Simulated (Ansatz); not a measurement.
# SiAu (L11 type): a single-point run

Aim: a sound single-point run of SiAu (L11 type). The structure is shown as the input types it.

Computed with Ansatz 0.2.0 (Kohn-Sham DFT, with the functional, basis and potentials that each input names (as first typed), unless a step's input says otherwise).

2 further runs of the same task are left out: 1 that didn't finish, 1 set aside as unsound or not needed.

### 1 Starting point

The structure is trigonal, space group R-3m (No. 166). The conventional cell has a = 3.297 Å, b = 3.297 Å, c = 10.851 Å, α = 90.00°, β = 90.00°, γ = 120.00°. Au (site symmetry -3m) has 6 Si at 2.63 Å as nearest neighbours. Si (site symmetry -3m) is surrounded by 6 Au at 2.63 Å.

Coordinates:

```cif
data_structure
_symmetry_space_group_name_H-M 'P 1'
_symmetry_Int_Tables_number 1
_cell_length_a 4.0871
_cell_length_b 4.0871
_cell_length_c 4.0871
_cell_angle_alpha 47.568
_cell_angle_beta 47.568
_cell_angle_gamma 47.568
_cell_volume 34.04
loop_
_atom_site_label
_atom_site_type_symbol
_atom_site_fract_x
_atom_site_fract_y
_atom_site_fract_z
_atom_site_occupancy
Au1 Au 0.00000 0.00000 0.00000 1
Si1 Si 0.50000 0.50000 0.50000 1
```

### 2 Running it

input.yaml

```yaml
crystal:
  lattice:
    - [1.648280997, -0.9516354773, 3.6168697693]
    - [0.0, 1.9032709546, 3.6168697693]
    - [-1.648280997, -0.9516354773, 3.6168697693]
  atoms:
    - { symbol: Au, position: [0.0, 0.0, 0.0] }
    - { symbol: Si, position: [0.5, 0.5, 0.5] }
kpoints:
  mp_grid: { grid: [15, 15, 15] }
  band_path:
    path:
      - [0.0, 0.0, 0.0]
      - [0.5, 0.5, 0.5]
      - [0.7871820007, 0.2128179993, 0.5]
      - [0.5, -0.2128179993, 0.2128179993]
      - [0.5, 0.0, 0.0]
      - [0.0, 0.0, 0.0]
      - [0.3564089997, -0.3564089997, 0.0]
      - [0.6435910003, 0.0, 0.3564089997]
      - [0.5, 0.0, 0.5]
    npoints: 5
scf:
  occupations: { method: fermi_dirac, width: 0.08 }
  max_iter: 100
hamiltonian:
  xc: lda
  pseudopotentials: { kind: paw }
  hubbard: { sites: [{ species: Au, l: d, u_eff: 20.0 }] }
output:
  forces: true
  stress: true
  eigenvalues: true
  efg: { contact_densities: true }
```

Launch:

```
> ansatz run input.yaml --threads 1 --pin off --max-ram 2048MiB --backend cpu --events-out ev --progress --plain --runs-dir out
```

**Question.** How will this run end, and is anything wrong with its input?

This run ends as converged, with warnings (filled band counts differ across k points, gradients without spin orbit). Convergence says nothing about whether the input makes sense.

In the input, hamiltonian.hubbard.sites is [{species: Au, l: d, u_eff: 20.0}]. The Hubbard parameter is far from any physical value.

The test: delete hamiltonian.hubbard.sites.
